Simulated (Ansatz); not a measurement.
**C2H4FIn: up Jacob's ladder to CCSD(T)**

Aim: compute C2H4FIn with functionals from several rungs and with coupled cluster. The yardstick is the atomisation energy at the CCSD(T) limit.

The runs use Ansatz 0.2.0, Gaussian basis; functionals in def2-TZVPP, the program's frozen cores in correlated methods.

The runs, in order: LDA (SPW92), PBE-D4, revPBE-D4, BLYP-D4, r2SCAN-D4, B97M-V, PBE0-D4, B3LYP-D4, r2SCANh-D4, r2SCAN0-D4, HSE06-D4, BHLYP-D4, CAM-B3LYP-D4, LC-ωPBE, ωB97X-V, ωB97M-V, B2PLYP, PBE-QIDH; CCSD(T)/def2-SVP; CCSD(T)/def2-TZVPP; MP2/def2-QZVPP; extrapolation to the limit; RPA on PBE.

1 further run of the same task is left out (for a known fault of the program).

### Step 1. The relaxed structure

All runs share one geometry, relaxed beforehand with PBE0-D4 in a triple-zeta def2 set. In takes the def2 core potential; no spin-orbit term is included.

SMILES `C=[C](F)[InH2]`, 8 atoms, charge 0, spin multiplicity 1.

Atoms are counted from 1 here; the program's logs count them from 0.

Bond lengths: C1–C2 1.327 Å, C1–H5 1.086 Å, C1–H6 1.082 Å, C2–F3 1.356 Å, C2–In4 2.154 Å, In4–H7 1.721 Å, In4–H8 1.716 Å. Angles: C2–C1–H5 122.0°, C2–C1–H6 119.6°, H5–C1–H6 118.4°, C1–C2–F3 117.9°, C1–C2–In4 124.7°, F3–C2–In4 117.4°, C2–In4–H7 115.2°, C2–In4–H8 119.9°, H7–In4–H8 124.9°.

### Step 2. LDA

This LDA is Slater exchange with PW92 correlation.

The input, in.yaml:

```yaml
crystal:
  periodic: [false, false, false]
  atoms:
    - {symbol: C, position_ang: [1.088302, 0.907868, 0.495084]}
    - {symbol: C, position_ang: [-0.144298, 0.665826, 0.066107]}
    - {symbol: F, position_ang: [-1.000520, 1.713248, -0.025514]}
    - {symbol: In, position_ang: [-0.889393, -1.275417, -0.494696]}
    - {symbol: H, position_ang: [1.416642, 1.906738, 0.767609]}
    - {symbol: H, position_ang: [1.794857, 0.092288, 0.578757]}
    - {symbol: H, position_ang: [0.246535, -2.561331, -0.362506]}
    - {symbol: H, position_ang: [-2.512135, -1.449230, -1.024840]}
basis:
  gaussian: {orbitals: def2-TZVPP}
hamiltonian: {xc: lda}
output: {orbitals: {seedname: orbitals}}
```

On the command line:

```
$ ansatz run in.yaml --threads 2 --pin off --events-out ev --progress --plain --max-ram 4352MiB
```

Further steps of the session: PBE-D4 (GGA); revPBE-D4 (GGA); BLYP-D4 (GGA); r2SCAN-D4 (meta-GGA); B97M-V (meta-GGA); PBE0-D4 (hybrid); B3LYP-D4 (hybrid); r2SCANh-D4 (hybrid); r2SCAN0-D4 (hybrid); HSE06-D4 (hybrid); BHLYP-D4 (hybrid); CAM-B3LYP-D4 (range-separated); LC-ωPBE (range-separated); ωB97X-V (range-separated); ωB97M-V (range-separated); B2PLYP (double hybrid); PBE-QIDH (double hybrid); CCSD(T) in def2-SVP; CCSD(T) in def2-TZVPP; MP2 in def2-QZVPP; RPA on PBE orbitals.

Q: Predict the results of all the runs planned. Wanted: atomisation energy, CCSD(T)/CBS; farthest beyond LDA; mean size of error, GGA; mean size of error, meta-GGA; mean size of error, hybrid; mean size of error, range-separated; mean size of error, double hybrid; gap, smallest and largest; T1 diagnostic.

The runs gave:

| quantity | value |
| --- | --- |
| atomisation energy, CCSD(T)/CBS | 2643.2 kJ/mol |
| functionals within 26.4 kJ/mol (1.0 %) | revPBE-D4, BLYP-D4, r2SCAN-D4, B97M-V, PBE0-D4, B3LYP-D4, r2SCANh-D4, HSE06-D4, CAM-B3LYP-D4, LC-ωPBE, ωB97X-V, ωB97M-V, PBE-QIDH |
| farthest beyond LDA | BHLYP-D4 (-102.6 kJ/mol) |
| mean size of error, GGA | 29.7 kJ/mol |
| mean size of error, meta-GGA | 12.6 kJ/mol |
| mean size of error, hybrid | 30.3 kJ/mol |
| mean size of error, range-separated | 11.7 kJ/mol |
| mean size of error, double hybrid | 30.4 kJ/mol |
| gap, smallest and largest | 3.61 eV (BLYP-D4), 10.26 eV (LC-ωPBE) |
| T1 diagnostic | 0.0141 |
| triples share of the correlation energy | 3.5 % |

The LDA atomisation energy is off by 435.0 kJ/mol (16 %): it overbinds. PBE-D4 misses by +64.2 kJ/mol. Double hybrids carry the basis error of their MP2 part in triple zeta, and no dispersion term here, so their miss is partly the set-up's. The rungs range-separated, meta-GGA miss on average by less than the doubt on the reference (26.4 kJ/mol), so they tie. The reference freezes the cores and leaves out spin-orbit coupling and excitations past (T), and its outer-core shells are covered unevenly, so misses under about 26.4 kJ/mol can't be ranked. All levels share the lack of spin-orbit coupling, which lowers the free heavy atoms and so the true binding. Hartree-Fock recovers 71 % of the binding; the rest is correlation. CCSD(T) in def2-SVP is off by -137.8 kJ/mol, which most functionals beat. The gap grows from 3.6 to 10.3 eV across the functionals, mostly with the share of exact exchange. Correlated methods include outer-core shells of In, which these sets cover unevenly.
